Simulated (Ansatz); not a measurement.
# FGaH₄O₂Si: small, medium and large basis sets

The task here is to estimate one member of a computed series from the others.

Method: one geometry, several basis sets; program: Ansatz 0.2.0, Gaussian basis.

Levels to be run: PBE0-D4/def2-SVP; ωB97M-V/def2-SVP; PBE0-D4/def2-QZVPP; ωB97M-V/def2-QZVPP; the functionals' def2-TZVPP values are taken from earlier runs.

**The geometry**

The geometry comes from an earlier relaxation with PBE0-D4 in a triple-zeta def2 set; it is a stationary point, not always the lowest conformer.

SMILES `O[SiH](F)[O][GaH2]`, 9 atoms, charge 0, spin multiplicity 1.

Atoms are counted from 1 here; the program's logs count them from 0.

Bond lengths: O1–Si2 1.687 Å, O1–H6 0.959 Å, Si2–F3 1.590 Å, Si2–O4 1.589 Å, Si2–H7 1.469 Å, O4–Ga5 1.874 Å, Ga5–H8 1.560 Å, Ga5–H9 1.557 Å. Angles: Si2–O1–H6 122.0°, O1–Si2–F3 106.5°, O1–Si2–O4 98.2°, O1–Si2–H7 111.9°, F3–Si2–O4 116.4°, F3–Si2–H7 106.2°, O4–Si2–H7 117.0°, Si2–O4–Ga5 103.6°, O4–Ga5–H8 114.5°, O4–Ga5–H9 113.6°, H8–Ga5–H9 129.7°.

Geometry (Å):

```xyz
9
charge 0, multiplicity 1
O    -0.48248    0.84435    0.53334
Si    0.95981   -0.00750    0.73159
F     0.79492   -0.87527    2.05376
O     0.94322   -0.80356   -0.64309
Ga   -0.72733   -0.37911   -1.37735
H    -1.06563    1.03624    1.27066
H     2.09899    0.88965    0.96858
H    -1.86397   -1.38716   -1.02272
H    -0.65755    0.68239   -2.51477
```

Set-up of the first run:

Input file in.yaml:

```yaml
crystal:
  periodic: [false, false, false]
  atoms:
    - {symbol: O, position_ang: [-0.482482, 0.844347, 0.533339]}
    - {symbol: Si, position_ang: [0.959812, -0.007504, 0.731595]}
    - {symbol: F, position_ang: [0.794919, -0.875271, 2.053759]}
    - {symbol: O, position_ang: [0.943225, -0.803562, -0.643094]}
    - {symbol: Ga, position_ang: [-0.727328, -0.379114, -1.377354]}
    - {symbol: H, position_ang: [-1.065625, 1.036244, 1.270660]}
    - {symbol: H, position_ang: [2.098994, 0.889648, 0.968578]}
    - {symbol: H, position_ang: [-1.863968, -1.387164, -1.022716]}
    - {symbol: H, position_ang: [-0.657546, 0.682386, -2.514768]}
basis:
  gaussian: {orbitals: def2-SVP}
hamiltonian: {xc: pbe0, dispersion: d4}
output: {orbitals: {seedname: orbitals}}
```

On the command line:

```bash
$ ansatz run in.yaml --threads 4 --pin off --events-out ev --progress --plain --max-ram 10444MiB
```

Among the steps run: PBE0-D4 in def2-SVP; ωB97M-V in def2-SVP; PBE0-D4 in def2-QZVPP; ωB97M-V in def2-QZVPP.

One of the session's tables, all rows but one given; the rest of the session is left out.

It belongs to the step «Density functionals: the series». 

| functional | basis | HOMO (eV) |
| --- | --- | --- |
| PBE0-D4 | def2-SVP | -8.21 |
| PBE0-D4 | def2-TZVPP | -8.30 |
| PBE0-D4 | def2-QZVPP | -8.32 |
| ωB97M-V | def2-SVP | ? |
| ωB97M-V | def2-TZVPP | -10.55 |
| ωB97M-V | def2-QZVPP | -10.58 |

**Question.** Estimate the row for ωB97M-V, def2-SVP.

**Answer.** HOMO (eV): -10.42. In the column «HOMO (eV)» it lies between ωB97M-V, def2-TZVPP (-10.55) and PBE0-D4, def2-QZVPP (-8.32).
